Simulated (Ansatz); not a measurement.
# Os (Osmium): the cost of one run

All numbers are computed with Ansatz 0.2.0, driven from Python. Level of theory: DFT PBEsol, plane waves, PAW.

## (1) The system

Os P6_3/mmc: The structure is hexagonal, space group P6_3/mmc (No. 194). The conventional cell has a = 2.734 Å, b = 2.734 Å, c = 4.320 Å, α = 90.00°, β = 90.00°, γ = 120.00°. Around Os (site symmetry -6m2) lie 12 Os at 2.68 to 2.73 Å.

Os Fm-3m: It takes space group Fm-3m (No. 225, cubic). The conventional cell has a = 3.890 Å, b = 3.890 Å, c = 3.890 Å, α = 90.00°, β = 90.00°, γ = 90.00°. Os (site symmetry m-3m) is surrounded by 12 Os at 2.75 Å.

The script holds or builds the structure itself.

## (2) The code

Contents of run_polymorphs.py:

```python
"""Relative energies of Os phases, after relaxing cells and atoms."""

import ansatz as az
import numpy as np
import spglib

PHASES = {
    "P6_3/mmc": (
        [(2.7341, 0.0, 0.0), (-1.36705, 2.3678, 0.0), (0.0, 0.0, 4.3197)],
        [
            ("Os", (1 / 3, 2 / 3, 0.25)),
            ("Os", (2 / 3, 1 / 3, 0.75)),
        ],
    ),
    "Fm-3m": (
        [(0.0, 1.945, 1.945), (1.945, 0.0, 1.945), (1.945, 1.945, 0.0)],
        [
            ("Os", (0.0, 0.0, 0.0)),
        ],
    ),
}


def build(vectors, sites):
    crystal = az.Crystal(lattice=az.Lattice.of(vectors))
    for symbol, position in sites:
        crystal = crystal.atom(symbol, position)
    return crystal


def compute(name, crystal):
    calc = (
        crystal.calculation()
        .functional("PBEsol")
        .scf(tolerance=1e-10)
        .basis(520)
        .kpoints(spacing=0.14)
        .occupations("fermi_dirac", width=0.1)
        .stress()
        .band_table()
    )
    calc = calc.relax(force_tolerance=0.02, max_steps=40, cell=True)
    return calc.run(threads=1, backend="cpu")


def pressure_gpa(outcome):
    return float(np.trace(outcome.report["stress_gpa"]) / 3)


def space_group(outcome):
    sites = outcome.report["lattice"]["sites"]
    kinds = sorted({site["symbol"] for site in sites})
    cell = (outcome.lattice.cell_ang, [site["position_frac"] for site in sites], [kinds.index(site["symbol"]) for site in sites])
    return spglib.get_spacegroup(cell, symprec=0.01)


def volume_per_atom(outcome):
    return abs(np.linalg.det(outcome.lattice.cell_ang)) / len(outcome.lattice.sites)


def main() -> None:
    phases = {name: build(*cell) for name, cell in PHASES.items()}

    done = {}
    for name, crystal in phases.items():
        try:
            done[name] = compute(name, crystal)
        except az.NonConvergedError as error:
            print(name, "did not converge:", str(error)[:120])

    energy = {name: o.report["energy_sigma0_ev"] / len(o.lattice.sites) for name, o in done.items()}
    lowest = min(energy.values())
    rows = [(name, len(o.lattice.sites), 1000 * (energy[name] - lowest), pressure_gpa(o), space_group(o), volume_per_atom(o)) for name, o in done.items()]
    rows.sort(key=lambda row: row[2])
    print("     phase       atoms  dE (meV/atom)     P (GPa)  space group  V (A^3/atom)")
    for row in rows:
        print(f"{str(row[0]):>10}  {row[1]:10d}  {row[2]:13.1f}  {row[3]:10.2f}  {str(row[4]):>11}  {row[5]:12.3f}")
    print("lowest in energy:", rows[0][0])


if __name__ == "__main__":
    main()
```

## (3) What the engine is handed

The engine receives this input (first run):

```yaml
crystal:
  lattice:
    - [2.7341, 0.0, 0.0]
    - [-1.36705, 2.3678, 0.0]
    - [0.0, 0.0, 4.3197]
  atoms:
    - { symbol: Os, position: [0.3333333333333333, 0.6666666666666666, 0.25] }
    - { symbol: Os, position: [0.6666666666666666, 0.3333333333333333, 0.75] }
basis:
  ecutwfc: 520.0
kpoints:
  mp_grid:
    kspacing: 0.14
hamiltonian:
  xc: pbesol
scf:
  convergence:
    dr2_threshold: 1.0e-10
  occupations:
    method: fermi_dirac
    width: 0.1
relax:
  f_tol: 0.02
  max_steps: 40
  cell: {}
output:
  stress: true
  eigenvalues: true
```

## (4) Running it

Run with:

```sh
$ python run_polymorphs.py
```

Q: Estimate wall time and peak memory on 1 thread of Arm Neoverse V2, shared host.

About 56 s, with a peak of 0.51 GiB.
